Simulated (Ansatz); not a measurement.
# F3HSeZr: up Jacob's ladder to CCSD(T)

One table from this session's results is given with a row withheld; the runs are named, their logs left out.

Computed with Ansatz 0.2.0, Gaussian basis. Level: functionals in def2-TZVPP, the program's frozen cores in correlated methods.

The runs, in order: LDA (SPW92), PBE-D4, revPBE-D4, BLYP-D4, r2SCAN-D4, B97M-V, PBE0-D4, B3LYP-D4, r2SCANh-D4, r2SCAN0-D4, HSE06-D4, BHLYP-D4, CAM-B3LYP-D4, LC-ωPBE, ωB97X-V, ωB97M-V, B2PLYP, PBE-QIDH; CCSD(T)/def2-SVP; CCSD(T)/def2-TZVPP; MP2/def2-QZVPP; extrapolation to the limit; RPA on PBE.

**The relaxed structure**

An earlier PBE0-D4 in a triple-zeta def2 set relaxation fixed the geometry. Zr takes the def2 core potential; no spin-orbit term is included.

SMILES `[F][Zr]([F])([F])[SeH]`, 6 atoms, charge 0, spin multiplicity 1.

Atoms are counted from 1 here; the program's logs count them from 0.

Bond lengths: F1–Zr2 1.891 Å, Zr2–F3 1.887 Å, Zr2–F4 1.891 Å, Zr2–Se5 2.579 Å, Se5–H6 1.474 Å. Angles: F1–Zr2–F3 111.5°, F1–Zr2–F4 107.3°, F1–Zr2–Se5 109.8°, F3–Zr2–F4 111.5°, F3–Zr2–Se5 106.8°, F4–Zr2–Se5 109.8°, Zr2–Se5–H6 87.8°.

The first run:

Input file in.yaml:

```yaml
crystal:
  periodic: [false, false, false]
  atoms:
    - {symbol: F, position_ang: [-1.049389, -1.413620, 1.038457]}
    - {symbol: Zr, position_ang: [0.228800, -0.552056, -0.056411]}
    - {symbol: F, position_ang: [1.965229, -1.223835, 0.248866]}
    - {symbol: F, position_ang: [-0.306398, -0.803226, -1.852217]}
    - {symbol: Se, position_ang: [0.294929, 1.966930, 0.491525]}
    - {symbol: H, position_ang: [-1.133171, 2.025818, 0.129770]}
basis:
  gaussian: {orbitals: def2-TZVPP}
hamiltonian: {xc: lda}
output: {orbitals: {seedname: orbitals}}
```

Launch:

```
$ ansatz run in.yaml --threads 4 --pin off --events-out ev --progress --plain --max-ram 10444MiB
```

Among the steps run: LDA; PBE-D4 (GGA); revPBE-D4 (GGA); BLYP-D4 (GGA); r2SCAN-D4 (meta-GGA); B97M-V (meta-GGA); PBE0-D4 (hybrid); B3LYP-D4 (hybrid); r2SCANh-D4 (hybrid); r2SCAN0-D4 (hybrid); HSE06-D4 (hybrid); BHLYP-D4 (hybrid); CAM-B3LYP-D4 (range-separated); LC-ωPBE (range-separated); ωB97X-V (range-separated); ωB97M-V (range-separated); B2PLYP (double hybrid); PBE-QIDH (double hybrid).

One table of the session follows, with a row left open; its other results are not shown here.

It belongs to the step «Orbital energies across the functionals». 

| functional | HOMO (eV) | LUMO (eV) | gap (eV) |
| --- | --- | --- | --- |
| LDA (SPW92) | -6.75 | -3.07 | 3.68 |
| PBE-D4 | -6.55 | -2.79 | 3.76 |
| revPBE-D4 | -6.48 | -2.68 | 3.80 |
| BLYP-D4 | -6.39 | -2.68 | 3.70 |
| r2SCAN-D4 | -6.84 | -2.62 | 4.21 |
| B97M-V | -6.85 | -2.59 | 4.26 |
| PBE0-D4 | -7.71 | -1.95 | 5.76 |
| B3LYP-D4 | -7.47 | -2.19 | 5.28 |
| r2SCANh-D4 | -7.26 | -2.32 | 4.95 |
| r2SCAN0-D4 | -7.90 | -1.85 | 6.06 |
| HSE06-D4 | -7.32 | -2.33 | 4.98 |
| BHLYP-D4 | -8.70 | -0.99 | 7.71 |
| CAM-B3LYP-D4 | -8.95 | -0.84 | 8.12 |
| LC-ωPBE | -10.26 | 0.41 | 10.67 |
| ωB97X-V | -9.92 | 0.30 | 10.22 |
| ωB97M-V | ? | ? | ? |

Q: Estimate the row for ωB97M-V from the others.

The run gave: HOMO (eV): -9.80; LUMO (eV): 0.18; gap (eV): 9.98. In the column «HOMO (eV)» it lies between ωB97X-V (-9.92) and CAM-B3LYP-D4 (-8.95).
